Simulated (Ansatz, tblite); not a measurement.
# Fac-Co(OH)3(H2O)3 (CoH₉O₆): one state, many levels

Aim: run the singlet of fac-Co(OH)3(H2O)3 (CoH₉O₆) at one geometry on many levels, and compare frontier levels, spin and run time.

The runs use Ansatz 0.2.0, Gaussian basis; as each input shows.

Plan: GFN1-xTB, GFN2-xTB, PBE-D4/def2-TZVP, r2SCAN-D4/def2-TZVP, HSE06-D4/def2-TZVP, CAM-B3LYP-D4/def2-TZVP, BLYP-D4/def2-TZVP, PBE-D4/def2-SVP, PBE0-D4/def2-SVP, MP2/def2-TZVP, RPA/def2-TZVP.

2 further runs of the same task are left out: 2 set aside as unsound or not needed. Runs told in other sessions of the task aren't counted.

**1. The geometry**

The geometry is that of the singlet, from an earlier relaxation (PBE0-D4/def2-SVP).

16 atoms, charge 0, spin multiplicity 1.

Bond lengths: Co1–O2 1.858 Å, Co1–O3 1.984 Å, Co1–O4 1.831 Å, Co1–O5 2.008 Å, Co1–O6 1.827 Å, Co1–O7 2.019 Å, O2–H8 0.963 Å, O3–H9 0.987 Å, O3–H10 0.992 Å, O4–H11 0.965 Å, O5–H12 0.999 Å, O5–H13 0.966 Å, O6–H14 0.965 Å, O7–H15 0.988 Å, O7–H16 0.978 Å. Angles: O2–Co1–O3 177.5°, O2–Co1–O4 100.7°, O2–Co1–O5 77.7°, O2–Co1–O6 98.5°, O2–Co1–O7 79.3°, O3–Co1–O4 81.8°, O3–Co1–O5 99.8°, O3–Co1–O6 81.2°, O3–Co1–O7 101.3°, O4–Co1–O5 175.9°, O4–Co1–O6 91.6°, O4–Co1–O7 81.7°, O5–Co1–O6 92.4°, O5–Co1–O7 94.3°, O6–Co1–O7 172.4°, Co1–O2–H8 110.8°, Co1–O3–H9 86.4°, Co1–O3–H10 84.0° and more.

No spin-orbit coupling is included.

PBE0-D4/def2-TZVP was run before; its log isn't repeated, and its numbers join the tables.

**2. GFN1-xTB**

Tight binding, by tblite at 300 K electronic temperature and without a spin-polarisation term:

```python
tblite.interface.Calculator('GFN1-xTB', numbers, positions, charge=0, uhf=0).singlepoint()
```

Energy -994.2899 eV, HOMO -10.94 eV, LUMO -8.71 eV; 0.008 s.

**3. GFN2-xTB**

Tight binding, by tblite at 300 K electronic temperature and without a spin-polarisation term:

```python
tblite.interface.Calculator('GFN2-xTB', numbers, positions, charge=0, uhf=0).singlepoint()
```

Energy -888.1026 eV, HOMO -9.20 eV, LUMO -7.13 eV; 0.005 s.

**4. PBE-D4/def2-TZVP**

start.molden holds the orbitals of an earlier run on this state, given as this run's starting guess.

in.yaml reads:

```yaml
crystal:
  periodic: [false, false, false]
  atoms:
    - {symbol: Co, position_ang: [0.011228, 0.012460, -0.092184]}
    - {symbol: O, position_ang: [-0.378039, 0.012400, 1.724946]}
    - {symbol: O, position_ang: [0.344036, 0.032856, -2.048157]}
    - {symbol: O, position_ang: [1.821037, -0.259870, -0.051441]}
    - {symbol: O, position_ang: [-1.990165, 0.177997, -0.082709]}
    - {symbol: O, position_ang: [0.234894, 1.811751, -0.320268]}
    - {symbol: O, position_ang: [0.000727, -1.970122, 0.287041]}
    - {symbol: H, position_ang: [0.134437, 0.686368, 2.183871]}
    - {symbol: H, position_ang: [1.288091, -0.150069, -1.826563]}
    - {symbol: H, position_ang: [0.312905, 1.018413, -1.937684]}
    - {symbol: H, position_ang: [2.227773, 0.564212, 0.242621]}
    - {symbol: H, position_ang: [-1.855164, 0.196465, 0.906528]}
    - {symbol: H, position_ang: [-2.409610, -0.667361, -0.288344]}
    - {symbol: H, position_ang: [-0.610467, 2.239253, -0.135619]}
    - {symbol: H, position_ang: [-0.106399, -1.701119, 1.231233]}
    - {symbol: H, position_ang: [0.974715, -2.003624, 0.206720]}
basis:
  gaussian: {orbitals: def2-TZVP, initial_orbitals: start.molden}
hamiltonian: {xc: pbe, dispersion: d4}
scf: {omitted_lower_state_checks: [starts]}
output: {forces: true, orbitals: {seedname: orbitals}}
```

Command:

```
$ ansatz run in.yaml --threads 4 --pin off --events-out ev --progress --plain --max-ram 4787MiB
```

After this run come: r2SCAN-D4/def2-TZVP; HSE06-D4/def2-TZVP; CAM-B3LYP-D4/def2-TZVP; BLYP-D4/def2-TZVP; PBE-D4/def2-SVP; PBE0-D4/def2-SVP; MP2/def2-TZVP; RPA/def2-TZVP.

Before running them: what should the planned runs give, taken together? Wanted: gap in def2-TZVP, named functionals, smallest and largest; correlation energy, MP2/def2-TZVP; binding an atom, functionals in def2-TZVP; PBE0 total energy, smallest basis above largest.

As calculated:

```
                                                 quantity                                     value
gap in def2-TZVP, named functionals, smallest and largest  1.89 eV (PBE-D4), 8.49 eV (CAM-B3LYP-D4)
                        correlation energy, MP2/def2-TZVP                                 -56.79 eV
                binding an atom, functionals in def2-TZVP        3.38 (PBE0-D4) to 3.58 eV (PBE-D4)
          PBE0 total energy, smallest basis above largest            20.23 eV (def2-SVP, def2-TZVP)
```

In words: Orbital gaps of the named functionals in def2-TZVP span 1.89 eV (PBE-D4) to 8.49 eV (CAM-B3LYP-D4); exact exchange widens it.
